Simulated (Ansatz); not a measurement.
# C₂HBrF₂O: one species, many methods

One table from this session's results is given with a row withheld; the runs are named, their logs left out.

The runs use Ansatz 0.2.0, Gaussian basis; functionals in def2-TZVPP, the program's frozen cores in correlated methods.

Levels to be run: LDA (SPW92), PBE-D4, revPBE-D4, BLYP-D4, r2SCAN-D4, B97M-V, PBE0-D4, B3LYP-D4, r2SCANh-D4, r2SCAN0-D4, HSE06-D4, BHLYP-D4, CAM-B3LYP-D4, LC-ωPBE, ωB97X-V, ωB97M-V, B2PLYP, PBE-QIDH; CCSD(T)/def2-SVP; CCSD(T)/def2-TZVPP; MP2/def2-QZVPP; extrapolation to the limit; RPA on PBE.

## Structure used throughout

An earlier PBE0-D4 in a triple-zeta def2 set relaxation fixed the geometry.

SMILES `O=CC(F)(F)Br`, 7 atoms, charge 0, spin multiplicity 1.

Atoms are counted from 1 here; the program's logs count them from 0.

Bond lengths: O1–C2 1.189 Å, C2–C3 1.531 Å, C2–H7 1.106 Å, C3–F4 1.320 Å, C3–F5 1.337 Å, C3–Br6 1.949 Å. Angles: O1–C2–C3 122.5°, O1–C2–H7 124.5°, C3–C2–H7 113.0°, C2–C3–F4 112.6°, C2–C3–F5 109.9°, C2–C3–Br6 106.2°, F4–C3–F5 108.9°, F4–C3–Br6 110.2°, F5–C3–Br6 109.1°.

The first run:

in.yaml

```yaml
crystal:
  periodic: [false, false, false]
  atoms:
    - {symbol: O, position_ang: [0.105939, -1.874660, 0.302160]}
    - {symbol: C, position_ang: [-0.398289, -0.857909, -0.053735]}
    - {symbol: C, position_ang: [0.363473, 0.470018, -0.089619]}
    - {symbol: F, position_ang: [1.664271, 0.313007, 0.067696]}
    - {symbol: F, position_ang: [0.139359, 1.091508, -1.252012]}
    - {symbol: Br, position_ang: [-0.362816, 1.551251, 1.360453]}
    - {symbol: H, position_ang: [-1.450638, -0.761217, -0.380743]}
basis:
  gaussian: {orbitals: def2-TZVPP}
hamiltonian: {xc: lda}
output: {orbitals: {seedname: orbitals}}
```

Run with:

```console
$ ansatz run in.yaml --threads 4 --pin off --events-out ev --progress --plain --max-ram 10444MiB
```

Among the steps run: LDA; PBE-D4 (GGA); revPBE-D4 (GGA); BLYP-D4 (GGA); r2SCAN-D4 (meta-GGA); B97M-V (meta-GGA); B3LYP-D4 (hybrid); r2SCANh-D4 (hybrid); r2SCAN0-D4 (hybrid); HSE06-D4 (hybrid); BHLYP-D4 (hybrid); CAM-B3LYP-D4 (range-separated); LC-ωPBE (range-separated); ωB97X-V (range-separated); ωB97M-V (range-separated); B2PLYP (double hybrid); PBE-QIDH (double hybrid).

One table of the session follows, with a row left open; its other results are not shown here.

It belongs to the step «Frontier levels by functional». 

| functional | HOMO (eV) | LUMO (eV) | gap (eV) |
| --- | --- | --- | --- |
| LDA (SPW92) | -7.09 | -3.59 | 3.50 |
| PBE-D4 | -6.92 | -3.28 | 3.64 |
| revPBE-D4 | -6.85 | -3.17 | 3.68 |
| BLYP-D4 | -6.86 | -3.16 | 3.70 |
| r2SCAN-D4 | -7.29 | -3.13 | 4.15 |
| B97M-V | -7.43 | -2.98 | 4.45 |
| PBE0-D4 | -8.55 | -2.20 | 6.35 |
| B3LYP-D4 | -8.33 | -2.47 | 5.86 |
| r2SCANh-D4 | -7.90 | -2.73 | 5.17 |
| r2SCAN0-D4 | -8.80 | -2.12 | 6.68 |
| HSE06-D4 | ? | ? | ? |
| BHLYP-D4 | -10.09 | -1.00 | 9.10 |
| CAM-B3LYP-D4 | -10.03 | -1.01 | 9.02 |
| LC-ωPBE | -11.30 | 0.26 | 11.56 |
| ωB97X-V | -10.99 | 0.18 | 11.18 |
| ωB97M-V | -10.91 | 0.11 | 11.02 |

Q: Estimate the row for HSE06-D4 from the others.

As computed: HOMO (eV): -8.14; LUMO (eV): -2.59; gap (eV): 5.56. In the column «HOMO (eV)» it lies between B3LYP-D4 (-8.33) and r2SCANh-D4 (-7.90).
